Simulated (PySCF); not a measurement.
# B2EuH8 (Eu(BH4)2+): the cost of one run

The runs use PySCF 2.14.0; several levels, as the steps say, no spin–orbit coupling.

1 further run of the same task is left out (for a known fault of the program).

### Step 1. Starting geometry

11 atoms, charge 1, spin multiplicity 1.

Bond lengths: Eu1–B2 2.404 Å, Eu1–H4 2.173 Å, Eu1–H5 2.264 Å, Eu1–H6 2.177 Å, Eu1–B7 2.404 Å, Eu1–H9 2.173 Å, Eu1–H10 2.264 Å, Eu1–H11 2.177 Å, B2–H3 1.198 Å, B2–H4 1.271 Å, B2–H5 1.260 Å, B2–H6 1.273 Å, B7–H8 1.198 Å, B7–H9 1.271 Å, B7–H10 1.260 Å, B7–H11 1.273 Å. Angles: B2–Eu1–H4 31.7°, B2–Eu1–H5 31.1°, B2–Eu1–H6 31.8°, B2–Eu1–B7 114.3°, B2–Eu1–H9 90.7°, B2–Eu1–H10 143.9°, B2–Eu1–H11 103.1°, H4–Eu1–H5 53.8°, H4–Eu1–H6 54.3°, H4–Eu1–B7 90.7°, H4–Eu1–H9 78.8°, H4–Eu1–H10 121.5°, H4–Eu1–H11 72.2°, H5–Eu1–H6 53.6°, H5–Eu1–B7 143.9°, H5–Eu1–H9 121.5°, H5–Eu1–H10 175.0°, H5–Eu1–H11 122.9° and more.

Geometry (Å):

```xyz
11

Eu    0.0000    0.0001   -0.4004
B     2.0194   -0.0017    0.9033
H     2.9724    0.0182    1.6282
H     1.1146   -0.8116    1.2791
H     2.2426   -0.2964   -0.3008
H     1.3966    1.1072    0.8498
B    -2.0194    0.0016    0.9034
H    -2.9725   -0.0184    1.6281
H    -1.1148    0.8118    1.2792
H    -2.2425    0.2962   -0.3008
H    -1.3964   -1.1071    0.8499
```

Formal oxidation states: Eu +3. Each metal's 6 4f electrons lie in its core potential, so multiplicities, spins and levels count the valence alone. An earlier session relaxed this geometry at PBE0, Eu lcecp-1-SVP with ECP52, B def2-SVP, H def2-SVP (singlet, point group C2).

At PBE0 on the finer grid: E = -89.457492 Eh, HOMO -13.94 eV, LUMO -7.65 eV, Mulliken charge on Eu1 +1.06 e, largest force component 0.011 eV/Å. 

Levels to run: BP86; PBE; PBE0, TZVP. Hardware: 2 threads of Arm Neoverse V1, shared host.

### Step 2. BP86

File run.py (the lines that set the calculation):

```python
mol = gto.M(atom='''
Eu    -0.00002     0.00011    -0.40040
B      2.01944    -0.00168     0.90330
H      2.97239     0.01824     1.62823
H      1.11463    -0.81165     1.27914
H      2.24258    -0.29637    -0.30083
H      1.39663     1.10719     0.84976
B     -2.01943     0.00164     0.90338
H     -2.97250    -0.01841     1.62815
H     -1.11479     0.81182     1.27920
H     -2.24252     0.29622    -0.30081
H     -1.39643    -1.10711     0.84994''',
    basis={'Eu': 'lcecp-1-SVP', 'B': 'def2-SVP', 'H': 'def2-SVP'},
    ecp={'Eu': 'lcecp-1-SVP'},
    charge=1, spin=0)
mf = dft.RKS(mol, xc='B88,P86')
mf.grids.atom_grid = (75, 302)  # f atoms: unpruned, at least (60, 302)
mf = mf.density_fit()  # fitting sets: Eu AutoAux, B def2-universal-JKFIT, H def2-universal-JKFIT
mf.conv_tol = 1e-08; mf.max_cycle = 55
mf.kernel(dm0)  # dm0: the density of the relaxed state
```

On the command line:

```bash
$ OMP_NUM_THREADS=2 python run.py
```

**Question.** How long does this run take on 2 threads of Arm Neoverse V1, shared host?

About 9.3 s.
